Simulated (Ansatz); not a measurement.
Working through a single point in a Gaussian basis of C2H7FOSi, SMILES CC(O)[SiH2]F

Computed with Ansatz 0.2.0, Python API.

`c2h7fosi.xyz`
```text
12

C    -0.69990    0.37860    1.21830
C     0.41500    0.16540    0.24970
O     1.29160   -0.71790    0.92640
Si   -0.07410   -0.36520   -1.49400
F    -0.94390    0.84080   -2.17330
H    -0.37770    0.80230    2.17050
H    -1.42350    1.16550    0.81130
H    -1.26140   -0.48440    1.40580
H     0.96320    1.13030    0.16300
H     2.16480   -0.73180    0.46800
H    -1.04380   -1.56760   -1.40660
H     1.06670   -0.67120   -2.30510
```

Notebook, run cell by cell (the value of a cell's last expression is shown):

In [1]:
```python
import ansatz as az
import numpy as np

molecule = az.Crystal.molecule_from_extxyz("c2h7fosi.xyz")
```

In [2]:
```python
calculation = (
    molecule.calculation()
    .basis(gaussian="def2-SVP")
    .functional("PBE0")
    .forces()
)
r = calculation.session().plan(threads=1).execute().report
```

In [3]:
```python
for key in ("converged", "free_energy_ev", "reference_energy_ev", "n_frozen", "n_occupied", "n_virtual"):
    print(f"{key:22s} {r[key]}")
```
```text
converged              True
free_energy_ev         -14812.091618136565
reference_energy_ev    -14812.091618136565
n_frozen               0
n_occupied             [25, 25]
n_virtual              [84, 84]
```

In [4]:
```python
state = r["mean_field"]["state"]
print(f"mean field: {state['energy']['hartree']:.7f} Ha, <S^2> = {abs(state['spin_squared']):.4f}, stability: {state.get('stability', {}).get('kind')}")
```
```text
mean field: -544.3343270 Ha, <S^2> = 0.0000, stability: minimum
```

In [5]:
```python
symbols = [site.symbol for site in molecule.cartesian_sites]
print("forces (eV/A)")
for symbol, f in zip(symbols, r["forces_ev_ang"]):
    print(f"  {symbol:2s} {f[0]:9.4f} {f[1]:9.4f} {f[2]:9.4f}")
```
```text
forces (eV/A)
  C    -1.1409    3.1418   -1.0623
  C     1.1963    0.6815    0.7055
  O     1.3408   -0.8303   -0.8457
  Si   -2.1093   -0.7337    0.9134
  F     0.2653    0.0008   -0.0087
  H     0.4781   -0.0978    0.2493
  H     0.6384   -0.9059    0.2891
  H    -1.0016   -1.8548    0.3331
  H    -0.2984    0.1675   -0.2729
  H    -1.0063    0.0004    0.4917
  H     0.6643    0.5870   -0.1238
  H     0.9733   -0.1566   -0.6689
```

In [6]:
```python
charges = r["charge_distribution"]
dipole = np.array(charges["dipole_moment_e_ang"]) * 4.803205
print("dipole (D): {:.3f} {:.3f} {:.3f}, length {:.3f}".format(*dipole, np.linalg.norm(dipole)))
print("atom  Mulliken   Lowdin")
for symbol, m, l in zip(symbols, charges["mulliken_charges_e"], charges["lowdin_charges_e"]):
    print(f"{symbol:4s} {m:9.3f} {l:8.3f}")
```
```text
dipole (D): 1.625 0.088 -0.037, length 1.628
atom  Mulliken   Lowdin
C       -0.046   -0.002
C       -0.148   -0.180
O       -0.335    0.082
Si       0.711    0.296
F       -0.361   -0.049
H        0.049    0.006
H        0.050    0.031
H        0.044   -0.009
H        0.048   -0.001
H        0.184    0.000
H       -0.097   -0.085
H       -0.098   -0.091
```

Total energies depend on the basis set; only differences at equal settings carry meaning. The geometry is a force-field or estimated start, not a minimum of this method, and the basis set is short of its limit. The Löwdin charges here are taken after orthogonalising the functions within each atom; they differ from plain Löwdin charges, and their signs can be unphysical. The whole script took 5.4 s on 1 thread of Arm Neoverse V1, with other jobs on the host, peak memory 0.29 GiB.
